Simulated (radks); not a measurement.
**Numerical settings for Ru²⁺**

How sensitive is the result for the ruthenium ion Ru2+ to mesh, mixing and thresholds? A default run comes first. The defaults are a mesh step of 0.008 in ln r, a mesh end at 40 bohr or more, Anderson mixing 0.5 over 9 steps and a tight residual threshold, with the energy settled to 1e-9 hartree as well; every run has a cap on iterations.

The numbers are computed with radks (a radial shooting solver on a logarithmic mesh, Libxc functionals) version 1 (scalar-relativistic Kohn-Sham, r2SCAN, spin-polarised, spherical densities, finite nucleus; open shells are filled with parallel spins first), except any that are marked as measured or tabulated.

## Step 1: Starting point

- element: ruthenium (Z = 44)
- charge: +2
- electrons: 42
- configuration: [Kr] 4d6
- nuclear rms radius: 4.4809 fm

Outer shells as boxes (Hund's rule):

Ru²⁺
```
[Kr] core
4d [↑↓][↑ ][↑ ][↑ ][↑ ]
```

In the logs a row gives level, spin channel, occupation and eigenvalue; Etot, Ekin, Encl (electron-nucleus), Eh (Hartree) and Exc are energies, all in hartree; err is the last residual, it the number of iterations.

## Step 2: Default settings

Input:

```text
Z 44
configuration [Kr] 4d6
relativity scalar-relativistic
functional r2scan,r2scan
spin polarised
nucleus finite rms 4.4809 fm
c 137.035999084
max_iterations 80
```

Command:

```console
$ python run_ks.py task.json out
```

All runs below come from this command, one after another.

Output:

```text
1s      1   1.0000        -808.60043520
2s      1   1.0000        -117.37953214
2p      1   3.0000        -105.10185570
3s      1   1.0000         -21.48141343
3p      1   3.0000         -17.41277092
3d      1   5.0000         -10.88829209
4s      1   1.0000          -3.67523281
4p      1   3.0000          -2.54582603
4d      1   5.0000          -0.94258610
1s      2   1.0000        -808.60137761
2s      2   1.0000        -117.34798861
2p      2   3.0000        -105.07894378
3s      2   1.0000         -21.47302191
3p      2   3.0000         -17.40107633
3d      2   5.0000         -10.86400427
4s      2   1.0000          -3.54496101
4p      2   3.0000          -2.40468634
4d      2   1.0000          -0.79698643
Etot -4530.515288152118
Ekin 4685.112008690108
Encl -10898.296664506433
Eh 1816.121228724653
Exc -133.4518610604456
err 2.378844594983365e-06
it 12
```

It took 0.16 s on 1 thread of Arm Neoverse V2, shared host; peak memory 0.24 GiB.

4d down is the highest filled level (-21.687 eV).

Radial moments (bohr):

| level | occupation | energy (eV) | <r> | outermost maximum (interpolated) | 90 % within | nodes |
| --- | --- | --- | --- | --- | --- | --- |
| 3d up | 5 | -296.29 | 0.3841 | 0.302 | 0.611 | 0 |
| 3d down | 5 | -295.62 | 0.3841 | 0.302 | 0.610 | 0 |
| 4s up | 1 | -100.01 | 1.023 | 0.919 | 1.49 | 3 |
| 4s down | 1 | -96.463 | 1.017 | 0.913 | 1.48 | 3 |
| 4p up | 3 | -69.275 | 1.126 | 0.986 | 1.66 | 2 |
| 4p down | 3 | -65.435 | 1.120 | 0.979 | 1.66 | 2 |
| 4d up | 5 | -25.649 | 1.503 | 1.19 | 2.35 | 1 |
| 4d down | 1 | -21.687 | 1.541 | 1.19 | 2.45 | 1 |

Radial density 4πr²ρ:

| r (bohr) | 4πr²ρ (e/bohr) |
| --- | --- |
| 0.00150 | 2.028 |
| 0.00224 | 4.053 |
| 0.00334 | 7.846 |
| 0.00503 | 14.65 |
| 0.00750 | 25.15 |
| 0.0112 | 38.85 |
| 0.0168 | 51.76 |
| 0.0251 | 55.80 |
| 0.0377 | 49.75 |
| 0.0563 | 49.70 |
| 0.0840 | 65.38 |
| 0.126 | 65.38 |
| 0.188 | 45.69 |
| 0.283 | 52.83 |
| 0.423 | 42.56 |
| 0.631 | 15.54 |
| 0.948 | 14.23 |
| 1.41 | 8.806 |
| 2.11 | 2.245 |
| 3.17 | 0.2606 |
| 4.74 | 0.009465 |

## Step 3: Mesh step in ln r 0.05

Input: that of step 2 with these lines changed.

```diff
@@ -7,2 +7,3 @@
 c 137.035999084
+mesh_step 0.05
 max_iterations 80
```

Output:

```text
1s      1   1.0000        -808.60057985
2s      1   1.0000        -117.38009949
2p      1   3.0000        -105.10194045
3s      1   1.0000         -21.48139539
3p      1   3.0000         -17.41275515
3d      1   5.0000         -10.88843071
4s      1   1.0000          -3.67522621
4p      1   3.0000          -2.54583050
4d      1   5.0000          -0.94258626
1s      2   1.0000        -808.60151793
2s      2   1.0000        -117.34860818
2p      2   3.0000        -105.07906144
3s      2   1.0000         -21.47313062
3p      2   3.0000         -17.40118428
3d      2   5.0000         -10.86404635
4s      2   1.0000          -3.54494511
4p      2   3.0000          -2.40468313
4d      2   1.0000          -0.79687206
Etot -4530.517950759997
Ekin 4685.105434705172
Encl -10898.292178655003
Eh 1816.120601398859
Exc -133.45180820902578
err 4.358123623621256e-06
it 10
```

Wall time 0.03 s (1 thread of Arm Neoverse V2, shared host); peak memory 0.24 GiB.

Change of E against the default run: -2.663 mhartree.

## Step 4: Mesh step in ln r 0.02

Input: that of step 3 with these lines changed.

```diff
@@ -7,3 +7,3 @@
 c 137.035999084
-mesh_step 0.05
+mesh_step 0.02
 max_iterations 80
```

Output:

```text
1s      1   1.0000        -808.60043521
2s      1   1.0000        -117.37953022
2p      1   3.0000        -105.10185589
3s      1   1.0000         -21.48141520
3p      1   3.0000         -17.41277264
3d      1   5.0000         -10.88829270
4s      1   1.0000          -3.67523305
4p      1   3.0000          -2.54582622
4d      1   5.0000          -0.94258625
1s      2   1.0000        -808.60137761
2s      2   1.0000        -117.34798418
2p      2   3.0000        -105.07894381
3s      2   1.0000         -21.47302266
3p      2   3.0000         -17.40107706
3d      2   5.0000         -10.86400461
4s      2   1.0000          -3.54496111
4p      2   3.0000          -2.40468641
4d      2   1.0000          -0.79698692
Etot -4530.51528855596
Ekin 4685.112004763563
Encl -10898.296667413277
Eh 1816.1212352147872
Exc -133.45186112103295
err 2.041680924018183e-06
it 11
```

Wall time 0.07 s (1 thread of Arm Neoverse V2, shared host); peak memory 0.24 GiB.

Change of E against the default run: -0.0004038 mhartree.

## Step 5: Mesh step in ln r 0.003

Input: that of step 4 with these lines changed.

```diff
@@ -7,3 +7,3 @@
 c 137.035999084
-mesh_step 0.02
+mesh_step 0.003
 max_iterations 80
```

Output:

```text
1s      1   1.0000        -808.60043466
2s      1   1.0000        -117.37953220
2p      1   3.0000        -105.10185563
3s      1   1.0000         -21.48141439
3p      1   3.0000         -17.41277189
3d      1   5.0000         -10.88829309
4s      1   1.0000          -3.67523290
4p      1   3.0000          -2.54582613
4d      1   5.0000          -0.94258623
1s      2   1.0000        -808.60137720
2s      2   1.0000        -117.34798891
2p      2   3.0000        -105.07894396
3s      2   1.0000         -21.47302292
3p      2   3.0000         -17.40107741
3d      2   5.0000         -10.86400548
4s      2   1.0000          -3.54496191
4p      2   3.0000          -2.40468702
4d      2   1.0000          -0.79698655
Etot -4530.515288141806
Ekin 4685.1120234471255
Encl -10898.296719698872
Eh 1816.121270649139
Exc -133.4518625391988
err 1.1052811572501042e-06
it 15
```

Wall time 0.48 s (1 thread of Arm Neoverse V2, shared host); peak memory 0.24 GiB.

Change of E against the default run: under 1e-4 mhartree.

## Step 6: Mesh end (bohr) 2

Input: that of step 5 with these lines changed.

```diff
@@ -7,3 +7,3 @@
 c 137.035999084
-mesh_step 0.003
+mesh_end 2
 max_iterations 80
```

Output:

```text
1s      1   1.0000        -806.85912274
2s      1   1.0000        -115.68840809
2p      1   3.0000        -103.39751154
3s      1   1.0000         -19.96265614
3p      1   3.0000         -15.89727216
3d      1   5.0000          -9.36582115
4s      1   1.0000          -2.59206863
4p      1   3.0000          -1.41105580
4d      1   5.0000           0.48092649
1s      2   1.0000        -806.85977232
2s      2   1.0000        -115.63300411
2p      2   3.0000        -103.35675020
3s      2   1.0000         -19.94755138
3p      2   3.0000         -15.87624058
3d      2   5.0000          -9.32284713
4s      2   1.0000          -2.40867574
4p      2   3.0000          -1.21977221
4d      2   1.0000           0.68212872
Etot -4524.674473630413
Ekin 4712.372649313198
Encl -10974.74149185732
Eh 1873.6681966914628
Exc -135.97382777775462
err 4.2383405759888e-07
it 12
```

It took 0.13 s on 1 thread of Arm Neoverse V2, shared host; peak memory 0.24 GiB.

An occupied level is unbound or could not be solved, so this is no valid solution, whatever the residual; it is left out below.

## Step 7: Mesh end (bohr) 3

Input: that of step 6 with these lines changed.

```diff
@@ -7,3 +7,3 @@
 c 137.035999084
-mesh_end 2
+mesh_end 3
 max_iterations 80
```

Output:

```text
1s      1   1.0000        -808.31903477
2s      1   1.0000        -117.09576459
2p      1   3.0000        -104.81707695
3s      1   1.0000         -21.21303196
3p      1   3.0000         -17.14471194
3d      1   5.0000         -10.61940018
4s      1   1.0000          -3.46951818
4p      1   3.0000          -2.34909944
4d      1   5.0000          -0.71711736
1s      2   1.0000        -808.31994630
2s      2   1.0000        -117.06065520
2p      2   3.0000        -104.79150396
3s      2   1.0000         -21.20366883
3p      2   3.0000         -17.13166882
3d      2   5.0000         -10.59235490
4s      2   1.0000          -3.32764992
4p      2   3.0000          -2.19654575
4d      2   1.0000          -0.55449405
Etot -4530.055201888513
Ekin 4687.8034894204375
Encl -10910.504034672
Eh 1826.5420839995288
Exc -133.8967406364789
err 1.1993563128397612e-06
it 12
```

Run time: 0.14 s. Hardware: 1 thread of Arm Neoverse V2, shared host; peak memory 0.24 GiB.

Change of E against the default run: +460.1 mhartree.

## Step 8: Residual threshold 0.01

Input: that of step 7 with these lines changed.

```diff
@@ -7,3 +7,3 @@
 c 137.035999084
-mesh_end 3
+threshold 0.01
 max_iterations 80
```

Output:

```text
1s      1   1.0000        -808.60042075
2s      1   1.0000        -117.37952384
2p      1   3.0000        -105.10184663
3s      1   1.0000         -21.48140471
3p      1   3.0000         -17.41276227
3d      1   5.0000         -10.88828407
4s      1   1.0000          -3.67522940
4p      1   3.0000          -2.54582206
4d      1   5.0000          -0.94258161
1s      2   1.0000        -808.60136175
2s      2   1.0000        -117.34797885
2p      2   3.0000        -105.07893287
3s      2   1.0000         -21.47301221
3p      2   3.0000         -17.40106626
3d      2   5.0000         -10.86399412
4s      2   1.0000          -3.54495074
4p      2   3.0000          -2.40467799
4d      2   1.0000          -0.79698276
Etot -4530.51528813726
Ekin 4685.111813439058
Encl -10898.2961937113
Eh 1816.120941739789
Exc -133.45184960480765
err 2.1306764206095197e-05
it 10
```

It took 0.14 s on 1 thread of Arm Neoverse V2, shared host; peak memory 0.24 GiB.

Change of E against the default run: under 1e-4 mhartree.

## Step 9: Residual threshold 1e-13

Input: that of step 8 with these lines changed.

```diff
@@ -7,3 +7,3 @@
 c 137.035999084
-threshold 0.01
+threshold 1e-13
 max_iterations 80
```

Output:

```text
1s      1   1.0000        -808.60043417
2s      1   1.0000        -117.37953185
2p      1   3.0000        -105.10185504
3s      1   1.0000         -21.48141427
3p      1   3.0000         -17.41277175
3d      1   5.0000         -10.88829301
4s      1   1.0000          -3.67523218
4p      1   3.0000          -2.54582545
4d      1   5.0000          -0.94258571
1s      2   1.0000        -808.60137680
2s      2   1.0000        -117.34798875
2p      2   3.0000        -105.07894356
3s      2   1.0000         -21.47302281
3p      2   3.0000         -17.40107731
3d      2   5.0000         -10.86400553
4s      2   1.0000          -3.54496176
4p      2   3.0000          -2.40468675
4d      2   1.0000          -0.79698602
Etot -4530.51528816667
Ekin 4685.112025812617
Encl -10898.296722132698
Eh 1816.121270649393
Exc -133.45186249598066
err 3.9024873466478974e-13
it 43
```

It took 0.33 s on 1 thread of Arm Neoverse V2, shared host; peak memory 0.24 GiB.

Change of E against the default run: under 1e-4 mhartree.

## Step 10: Mixing 0.05

Input: that of step 9 with these lines changed.

```diff
@@ -7,3 +7,3 @@
 c 137.035999084
-threshold 1e-13
+mixing 0.05
 max_iterations 80
```

Output:

```text
1s      1   1.0000        -808.60043408
2s      1   1.0000        -117.37953185
2p      1   3.0000        -105.10185498
3s      1   1.0000         -21.48141425
3p      1   3.0000         -17.41277174
3d      1   5.0000         -10.88829306
4s      1   1.0000          -3.67523219
4p      1   3.0000          -2.54582547
4d      1   5.0000          -0.94258569
1s      2   1.0000        -808.60137670
2s      2   1.0000        -117.34798865
2p      2   3.0000        -105.07894342
3s      2   1.0000         -21.47302277
3p      2   3.0000         -17.40107727
3d      2   5.0000         -10.86400552
4s      2   1.0000          -3.54496160
4p      2   3.0000          -2.40468663
4d      2   1.0000          -0.79698601
Etot -4530.515288169378
Ekin 4685.112025726068
Encl -10898.296723742338
Eh 1816.1212724309976
Exc -133.45186258410575
err 3.555256621284104e-07
it 17
```

Run time: 0.21 s. Hardware: 1 thread of Arm Neoverse V2, shared host; peak memory 0.24 GiB.

Change of E against the default run: under 1e-4 mhartree.

## Step 11: Mixing history 1, mixing 0.5

Input: that of step 10 with these lines changed.

```diff
@@ -7,3 +7,4 @@
 c 137.035999084
-mixing 0.05
+history 1
+mixing 0.5
 max_iterations 80
```

Output:

```text
1s      1   1.0000        -808.60043070
2s      1   1.0000        -117.37953068
2p      1   3.0000        -105.10185447
3s      1   1.0000         -21.48141392
3p      1   3.0000         -17.41277160
3d      1   5.0000         -10.88829298
4s      1   1.0000          -3.67523238
4p      1   3.0000          -2.54582558
4d      1   5.0000          -0.94258569
1s      2   1.0000        -808.60137318
2s      2   1.0000        -117.34798747
2p      2   3.0000        -105.07894283
3s      2   1.0000         -21.47302234
3p      2   3.0000         -17.40107700
3d      2   5.0000         -10.86400529
4s      2   1.0000          -3.54496135
4p      2   3.0000          -2.40468656
4d      2   1.0000          -0.79698625
Etot -4530.515287968725
Ekin 4685.112013184967
Encl -10898.296711057066
Eh 1816.1212723388514
Exc -133.45186243547687
err 2.4099480199546945e-06
it 22
```

Wall time 0.25 s (1 thread of Arm Neoverse V2, shared host); peak memory 0.24 GiB.

Change of E against the default run: +0.0001834 mhartree.

## Step 12: Mixing history 1, mixing 1

Input: that of step 11 with these lines changed.

```diff
@@ -8,3 +8,3 @@
 history 1
-mixing 0.5
+mixing 1
 max_iterations 80
```

Output:

```text
1s      1   1.0000        -811.18272591
2s      1   1.0000        -119.65578093
2p      1   3.0000        -107.43122599
3s      1   1.0000         -23.11128869
3p      1   3.0000         -19.04451643
4s      1   1.0000          -4.52188254
4p      1   3.0000          -3.32619846
1s      2   1.0000        -811.18324979
2s      2   1.0000        -119.63520718
2p      2   3.0000        -107.41626865
3s      2   1.0000         -23.10488174
3p      2   3.0000         -19.03595873
4s      2   1.0000          -4.43063923
4p      2   3.0000          -3.22371234
Etot 2759217053736677.5
Ekin 958620719.4220799
Encl -3924277596.3645487
Eh 2759232615590097.0
Exc -12596196542.33329
err 82006613996.71033
it 23
```

Run time: 0.41 s. Hardware: 1 thread of Arm Neoverse V2, shared host; peak memory 0.24 GiB.

At least one occupied level has no bound solution here (a level that could not be solved has no row), so no value is taken from this run.

## Step 13: Mixing history 20

Input: that of step 12 with these lines changed.

```diff
@@ -7,4 +7,3 @@
 c 137.035999084
-history 1
-mixing 1
+history 20
 max_iterations 80
```

Output:

```text
1s      1   1.0000        -808.60043365
2s      1   1.0000        -117.37953092
2p      1   3.0000        -105.10185445
3s      1   1.0000         -21.48141215
3p      1   3.0000         -17.41276963
3d      1   5.0000         -10.88829084
4s      1   1.0000          -3.67523198
4p      1   3.0000          -2.54582526
4d      1   5.0000          -0.94258551
1s      2   1.0000        -808.60137604
2s      2   1.0000        -117.34798735
2p      2   3.0000        -105.07894249
3s      2   1.0000         -21.47302061
3p      2   3.0000         -17.40107502
3d      2   5.0000         -10.86400297
4s      2   1.0000          -3.54496003
4p      2   3.0000          -2.40468546
4d      2   1.0000          -0.79698584
Etot -4530.515288148634
Ekin 4685.111978066279
Encl -10898.296585695398
Eh 1816.1211785750615
Exc -133.4518590945773
err 4.322914354423334e-06
it 12
```

Wall time 0.16 s (1 thread of Arm Neoverse V2, shared host); peak memory 0.24 GiB.

Change of E against the default run: under 1e-4 mhartree.

## Step 14: Iteration cap 8

Input: that of step 13 with these lines changed.

```diff
@@ -7,3 +7,2 @@
 c 137.035999084
-history 20
-max_iterations 80
+max_iterations 8
```

Output:

```text
1s      1   1.0000        -808.60034360
2s      1   1.0000        -117.37948931
2p      1   3.0000        -105.10180446
3s      1   1.0000         -21.48137862
3p      1   3.0000         -17.41273688
3d      1   5.0000         -10.88826338
4s      1   1.0000          -3.67522312
4p      1   3.0000          -2.54580954
4d      1   5.0000          -0.94256021
1s      2   1.0000        -808.60127512
2s      2   1.0000        -117.34793627
2p      2   3.0000        -105.07887968
3s      2   1.0000         -21.47297903
3p      2   3.0000         -17.40103087
3d      2   5.0000         -10.86395953
4s      2   1.0000          -3.54490153
4p      2   3.0000          -2.40463929
4d      2   1.0000          -0.79696816
Etot -4530.515288187945
Ekin 4685.111264697489
Encl -10898.295189810862
Eh 1816.1204642477983
Exc -133.45182732237038
err 7.577569109873355e-05
it 8
```

It took 0.11 s on 1 thread of Arm Neoverse V2, shared host; peak memory 0.24 GiB.

The cycle did not converge; nothing is taken from this run.

## Step 15: Summary of results

| setting | mesh points | iterations | converged | change of E (mhartree) | time |
| --- | --- | --- | --- | --- | --- |
| Default settings | 2198 | 12 | yes | 0 | 0.16 s |
| mesh step in ln r 0.05 | 352 | 10 | yes | -2.663 | 0.03 s |
| mesh step in ln r 0.02 | 879 | 11 | yes | -0.0004038 | 0.07 s |
| mesh step in ln r 0.003 | 5860 | 15 | yes | 0 | 0.48 s |
| mesh end (bohr) 2 | 1814 | 12 | no | - | 0.13 s |
| mesh end (bohr) 3 | 1865 | 12 | yes | +460.1 | 0.14 s |
| residual threshold 0.01 | 2198 | 10 | yes | 0 | 0.14 s |
| residual threshold 1e-13 | 2198 | 43 | yes | 0 | 0.33 s |
| mixing 0.05 | 2198 | 17 | yes | 0 | 0.21 s |
| mixing history 1, mixing 0.5 | 2198 | 22 | yes | +0.0001834 | 0.25 s |
| mixing history 1, mixing 1 | 2198 | 23 | no | - | 0.41 s |
| mixing history 20 | 2198 | 12 | yes | 0 | 0.16 s |
| iteration cap 8 | 2198 | 8 | no | - | 0.11 s |

**Reading.** A zero stands for a change under the printed digits. Converged yet off by more than 1 mhartree: mesh step in ln r 0.05; mesh end (bohr) 3. Convergence of the cycle says nothing about the mesh. Not converged or rejected: mesh end (bohr) 2; mixing history 1, mixing 1; iteration cap 8. A mesh that ends early acts as a hard wall.
